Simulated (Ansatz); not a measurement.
# C₁₀H₂₂N₂OSiTi: a ladder of functionals and wavefunction methods

One table from this session's results is given with a row withheld; the runs are named, their logs left out.

Program: Ansatz 0.2.0, Gaussian basis. Level of theory: functionals in def2-TZVPP, the program's frozen cores in correlated methods. These are calculated values, not measurements.

The runs, in order: LDA (SPW92), PBE-D4, revPBE-D4, BLYP-D4, r2SCAN-D4, B97M-V, PBE0-D4, B3LYP-D4, r2SCANh-D4, r2SCAN0-D4, HSE06-D4, BHLYP-D4, CAM-B3LYP-D4, LC-ωPBE, ωB97X-V, ωB97M-V, B2PLYP, PBE-QIDH; CCSD(T)/def2-SVP; MP2/def2-TZVPP; MP2/def2-QZVPP; RPA on PBE.

## The relaxed structure

The geometry comes from an earlier relaxation with PBE0-D4 in a triple-zeta def2 set; it is a stationary point, not always the lowest conformer.

SMILES `C[O][Ti]1234([N](C)C)([N](C)C)[C@@H]5[C@H]1[C@H]2[C@]3([SiH3])[C@@H]54`, 37 atoms, charge 0, spin multiplicity 1.

Atoms are counted from 1 here; the program's logs count them from 0.

Bond lengths: C1–O2 1.387 Å, C1–H16 1.097 Å, C1–H17 1.097 Å, C1–H18 1.099 Å, O2–Ti3 1.830 Å, Ti3–N4 1.915 Å, Ti3–N7 1.903 Å, Ti3–C10 2.391 Å, Ti3–C11 2.419 Å, Ti3–C12 2.415 Å, Ti3–C13 2.395 Å, Ti3–C15 2.357 Å, N4–C5 1.438 Å, N4–C6 1.440 Å, C5–H19 1.090 Å, C5–H20 1.103 Å, C5–H21 1.100 Å, C6–H22 1.103 Å and more. Angles: O2–C1–H16 110.2°, O2–C1–H17 110.9°, O2–C1–H18 111.6°, H16–C1–H17 107.7°, H16–C1–H18 108.2°, H17–C1–H18 108.0°, C1–O2–Ti3 138.6°, O2–Ti3–N4 100.2°, O2–Ti3–N7 109.9°, O2–Ti3–C10 126.7°, O2–Ti3–C11 142.5°, O2–Ti3–C12 112.6°, O2–Ti3–C13 85.4°, O2–Ti3–C15 93.2°, N4–Ti3–N7 100.1°, N4–Ti3–C10 88.1°, N4–Ti3–C11 108.0°, N4–Ti3–C12 141.6° and more.

Geometry (Å):

```
C    -2.6104   -1.3890   -0.1181
O    -1.3858   -1.0740    0.4530
Ti    0.0426    0.0207    0.1197
N    -0.8645    1.5688   -0.5491
C    -0.3623    2.4712   -1.5492
C    -1.8970    2.1764    0.2501
N     0.9399   -0.5484   -1.4593
C     0.0037   -0.9145   -2.5026
C     2.2865   -0.8113   -1.8826
C     1.1476    1.4434    1.6913
C     2.1673    0.7342    1.0304
C     2.0179   -0.6343    1.3441
C     0.9050   -0.7897    2.2017
Si    0.1763   -2.3744    2.8370
C     0.3689    0.5101    2.4026
H    -3.3493   -1.6042    0.6633
H    -2.5289   -2.2787   -0.7551
H    -2.9938   -0.5634   -0.7341
H     0.3918    1.9799   -2.1647
H     0.0972    3.3693   -1.1034
H    -1.1718    2.8222   -2.2066
H    -1.5333    3.0589    0.8027
H    -2.2963    1.4665    0.9784
H    -2.7344    2.5148   -0.3775
H     0.2188   -0.3662   -3.4317
H    -1.0236   -0.6785   -2.2183
H     0.0556   -1.9881   -2.7321
H     2.4377   -1.8781   -2.1072
H     3.0110   -0.5212   -1.1245
H     2.5239   -0.2565   -2.8028
H     0.9742    2.5081    1.6361
H     2.9115    1.1651    0.3770
H     2.6324   -1.4387    0.9665
H     0.9675   -2.8689    3.9996
H    -1.2147   -2.1384    3.2967
H     0.2075   -3.4295    1.7923
H    -0.5189    0.7365    2.9765
```

The first run:

in.yaml

```yaml
crystal:
  periodic: [false, false, false]
  atoms:
    - {symbol: C, position_ang: [-2.610418, -1.389036, -0.118052]}
    - {symbol: O, position_ang: [-1.385761, -1.074050, 0.453008]}
    - {symbol: Ti, position_ang: [0.042638, 0.020725, 0.119670]}
    - {symbol: N, position_ang: [-0.864493, 1.568813, -0.549053]}
    - {symbol: C, position_ang: [-0.362258, 2.471233, -1.549164]}
    - {symbol: C, position_ang: [-1.897024, 2.176378, 0.250120]}
    - {symbol: N, position_ang: [0.939868, -0.548410, -1.459262]}
    - {symbol: C, position_ang: [0.003706, -0.914455, -2.502619]}
    - {symbol: C, position_ang: [2.286522, -0.811294, -1.882595]}
    - {symbol: C, position_ang: [1.147630, 1.443449, 1.691260]}
    - {symbol: C, position_ang: [2.167259, 0.734184, 1.030432]}
    - {symbol: C, position_ang: [2.017885, -0.634311, 1.344070]}
    - {symbol: C, position_ang: [0.904963, -0.789666, 2.201678]}
    - {symbol: Si, position_ang: [0.176330, -2.374390, 2.837011]}
    - {symbol: C, position_ang: [0.368893, 0.510110, 2.402561]}
    - {symbol: H, position_ang: [-3.349256, -1.604180, 0.663336]}
    - {symbol: H, position_ang: [-2.528875, -2.278739, -0.755100]}
    - {symbol: H, position_ang: [-2.993779, -0.563417, -0.734129]}
    - {symbol: H, position_ang: [0.391828, 1.979924, -2.164736]}
    - {symbol: H, position_ang: [0.097199, 3.369253, -1.103448]}
    - {symbol: H, position_ang: [-1.171783, 2.822189, -2.206619]}
    - {symbol: H, position_ang: [-1.533348, 3.058904, 0.802689]}
    - {symbol: H, position_ang: [-2.296314, 1.466455, 0.978435]}
    - {symbol: H, position_ang: [-2.734355, 2.514838, -0.377540]}
    - {symbol: H, position_ang: [0.218769, -0.366153, -3.431687]}
    - {symbol: H, position_ang: [-1.023593, -0.678470, -2.218338]}
    - {symbol: H, position_ang: [0.055648, -1.988144, -2.732102]}
    - {symbol: H, position_ang: [2.437653, -1.878067, -2.107186]}
    - {symbol: H, position_ang: [3.010989, -0.521242, -1.124508]}
    - {symbol: H, position_ang: [2.523903, -0.256515, -2.802842]}
    - {symbol: H, position_ang: [0.974189, 2.508054, 1.636109]}
    - {symbol: H, position_ang: [2.911534, 1.165131, 0.376985]}
    - {symbol: H, position_ang: [2.632394, -1.438732, 0.966493]}
    - {symbol: H, position_ang: [0.967508, -2.868857, 3.999598]}
    - {symbol: H, position_ang: [-1.214678, -2.138446, 3.296746]}
    - {symbol: H, position_ang: [0.207528, -3.429534, 1.792291]}
    - {symbol: H, position_ang: [-0.518922, 0.736464, 2.976501]}
basis:
  gaussian: {orbitals: def2-TZVPP}
hamiltonian: {xc: lda}
output: {orbitals: {seedname: orbitals}}
```

The run is started by

```console
> ansatz run in.yaml --threads 11 --pin off --events-out ev --progress --plain --max-ram 110592MiB --backend cuda --devices 0, --max-vram 75GiB
```

Among the steps run: LDA; PBE-D4 (GGA); revPBE-D4 (GGA); BLYP-D4 (GGA); r2SCAN-D4 (meta-GGA); B97M-V (meta-GGA); PBE0-D4 (hybrid); B3LYP-D4 (hybrid); r2SCANh-D4 (hybrid); r2SCAN0-D4 (hybrid); HSE06-D4 (hybrid); BHLYP-D4 (hybrid); CAM-B3LYP-D4 (range-separated); LC-ωPBE (range-separated); ωB97X-V (range-separated); ωB97M-V (range-separated); B2PLYP (double hybrid); PBE-QIDH (double hybrid).

One table of the session follows, with a row left open; its other results are not shown here.

It belongs to the step «Frontier levels by functional». 

| functional | HOMO (eV) | gap (eV) |
| --- | --- | --- |
| LDA (SPW92) | -4.91 | 2.80 |
| PBE-D4 | -4.76 | 2.86 |
| revPBE-D4 | -4.70 | 2.88 |
| BLYP-D4 | -4.64 | 2.86 |
| r2SCAN-D4 | -4.94 | 3.14 |
| B97M-V | -5.09 | 3.21 |
| PBE0-D4 | -5.87 | 4.93 |
| B3LYP-D4 | -5.69 | 4.50 |
| r2SCANh-D4 | -5.37 | 3.93 |
| r2SCAN0-D4 | -6.02 | 5.14 |
| HSE06-D4 | -5.48 | 4.16 |
| BHLYP-D4 | ? | ? |
| CAM-B3LYP-D4 | -7.15 | 7.31 |
| LC-ωPBE | -8.40 | 9.65 |
| ωB97X-V | -8.11 | 9.30 |
| ωB97M-V | -8.05 | 9.17 |

Estimate the missing values for BHLYP-D4.

Worked estimate for «HOMO (eV)». Against the share of exact exchange, BLYP-D4 (0, -4.64), B3LYP-D4 (0.2, -5.69) give a slope of -5.25 per unit share; at 0.5 the line stands at -7.26.

**Answer.** HOMO (eV): -6.93; gap (eV): 7.11. In «HOMO (eV)» the line misses by -0.33.
